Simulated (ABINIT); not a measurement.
LiY3, 4 atoms in the cell. It takes space group I4/mmm (No. 139, tetragonal). Conventional cell: a = 4.734 Å, b = 4.734 Å, c = 10.653 Å, α = 90.00°, β = 90.00°, γ = 90.00°. Around Y (site symmetry 4/mmm) lie 4 Li at 3.35 Å and 8 Y at 3.56 Å. Y (site symmetry -4m2) has 8 Y at 3.35 to 3.56 Å and 4 Li at 3.56 Å as nearest neighbours. Li (site symmetry 4/mmm) has 12 Y at 3.35 to 3.56 Å as nearest neighbours. The cell comes from a database or a generator and needn't be the stable form of this composition.

| Property | Result |
| --- | --- |
| Program | ABINIT 10.8.3 (patched build) |
| Task | single point |
| Functional | PBE |
| Potentials or basis | JTH PAW PBE v2.0 |
| Cutoff | 435 eV |
| k mesh | 8 × 8 × 8 |
| Occupations | fermi-dirac, width 0.05 eV |
| Spin | no spin polarisation |
| Fine-grid cutoff | 870.764 eV |

Potentials or basis: JTH PAW PBE v2.0.

Command:

```sh
$ abinit run.abi > log 2>&1
```

Hardware: 1 thread of Arm Neoverse V2, on a shared host.

Question: Estimate the wall time of this run.

Answer: It took 2.3 min on 1 thread of Arm Neoverse V2 (shared host), peak memory 0.26 GiB. Counts: scf iterations 11, mpi ranks 1, k points 59, bands 22, plane waves 2484.
